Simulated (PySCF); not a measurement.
# C6H12BNO2: NMR shifts

Aim: predict the NMR shifts of C6H12BNO2 (`CC#[N+][BH2-]OCC(=O)CC`).

Programs: PySCF 2.14.0, with density-fitted response routines of our own. Each step states its level of theory. These are calculated values for one molecule in the gas phase, unless marked as measured. Atoms are numbered from 0 throughout.

## 1. The molecule as given

22 atoms, charge 0, multiplicity 1; geometry from: GFN2-xTB.

Bonds of the start (Å): C0–C1 1.42, C1–N2 1.15, N2–B3 1.56, B3–O4 1.45, O4–C5 1.39, C5–C6 1.52, C6–O7 1.21, C6–C8 1.51, C8–C9 1.52, C0–H10 1.09, C0–H11 1.09, C0–H12 1.09, B3–H13 1.18, B3–H14 1.20, C5–H15 1.10, C5–H16 1.10, C8–H17 1.09, C8–H18 1.09, C9–H19 1.09, C9–H20 1.09, C9–H21 1.09.

## 2. NMR shieldings: PBE0/pcSseg-1

Job settings and geometry (Å):

```
{"job": {"kind": "nmr", "xc": "PBE0", "basis": "pcSseg-1"}, "charge": 0, "multiplicity": 1}
C     -2.043974     1.512495    -0.780650
C     -1.810585     0.106922    -0.789611
N     -1.636858    -1.028848    -0.781972
B     -1.112909    -2.396992    -0.238147
O      0.184171    -2.124998     0.340342
C      0.258106    -1.232024     1.406000
C      0.662206     0.165679     0.955747
O      0.164204     1.168295     1.419131
C      1.721517     0.180735    -0.114510
C      2.073529     1.580676    -0.594579
H     -1.490450     1.938331     0.060364
H     -3.107492     1.708283    -0.648914
H     -1.701828     1.964922    -1.710868
H     -0.993154    -3.118313    -1.165357
H     -1.978174    -2.679987     0.542488
H     -0.683054    -1.168592     1.971401
H      1.043018    -1.581713     2.095329
H      1.358127    -0.451388    -0.928246
H      2.602649    -0.319935     0.292891
H      1.199490     2.072413    -1.015286
H      2.850024     1.538091    -1.353838
H      2.431026     2.185334     0.235869
```

Level: GIAO PBE0/pcSseg-1 NMR shielding, non-relativistic, gas phase.

Run with:

```bash
$ OMP_NUM_THREADS=1 python probes_run.py task.json out
```

The driver reads the jobs from task.json and runs them one after another.

What will the session give for the following? 13C shifts against TMS (PBE0/pcSseg-1); 1H shifts against TMS (PBE0/pcSseg-1, means over atoms taken as alike); 15N shifts against NH3 (PBE0/pcSseg-1); 11B shifts against BF3·OEt2 (PBE0/pcSseg-1); 17O shifts against H2O (PBE0/pcSseg-1); surface potential, 1st and 99th percentile. Wanted: 13C shifts against TMS; 1H shifts against TMS; 15N shifts against NH3; 11B shifts against BF3·OEt2; 17O shifts against H2O; surface potential, 1st and 99th percentile.

As calculated:

| quantity | value |
| --- | --- |
| 13C shifts against TMS (PBE0/pcSseg-1) | 235.5, 132.9, 82.3, 36.0, 9.1, 2.3 ppm |
| 1H shifts against TMS (PBE0/pcSseg-1, means over atoms taken as alike) | 4.19, 3.21, 2.90, 2.50, 0.95 ppm |
| 15N shifts against NH3 (PBE0/pcSseg-1) | 240.9 ppm |
| 11B shifts against BF3·OEt2 (PBE0/pcSseg-1) | -11.5 ppm |
| 17O shifts against H2O (PBE0/pcSseg-1) | 641.2, 63.7 ppm |
| surface potential, 1st and 99th percentile | -1.88 V and 1.88 V |

**Reading.** At PBE0/pcSseg-1: The largest span, 1288 ppm, is at O7, where the paramagnetic term is -711 ppm. By nearest atom (PBE0/pcSseg-1), the HOMO sits on O4 35 %; O7 24 % and the LUMO on C1 28 %; N2 24 %.
